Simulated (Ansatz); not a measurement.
**AlIn in Ansatz: the effect of functional**

Crystal: AlIn.

```
Al In
1.0
     3.05413    0.00000    0.00000
    -1.52707    2.64496    0.00000
     0.00000    0.00000    5.82802
Al In
1 1
Direct
  0.00000 0.00000 0.00000
  0.00000 0.00000 0.50000
```

The cell was built by a generator and needn't be a form met in nature.

Alike in all runs:

* Program: Ansatz 0.2.0
* Task: band structure
* Potentials or basis: Ansatz PAW
* k mesh: 6 × 6 × 3
* Occupations: fermi-dirac, width 0.05 eV
* Spin: no spin polarisation

```tsv
functional	cutoff	pressure (GPa)
LDA	420 eV (not typed: the program's choice for these potentials)	-3.4
PBEsol	420 eV (not typed: the program's choice for these potentials)	?
RPBE	420 eV (not typed: the program's choice for these potentials)	1.3
revPBE	420 eV (not typed: the program's choice for these potentials)	1.0
BLYP	420 eV (not typed: the program's choice for these potentials)	4.3
r2SCAN	500 eV (not typed: the program's choice for these potentials)	-1.5
```

Task: What does the run with functional PBEsol give?

Result: Pressure -2.3 GPa.

Caveats: all runs use coarse meshes; the PAW data sets come from PBE, with cores solved anew for the run's functional, which leaves a small shift of forces and pressure.

Runs at the PBE level aren't shown here.
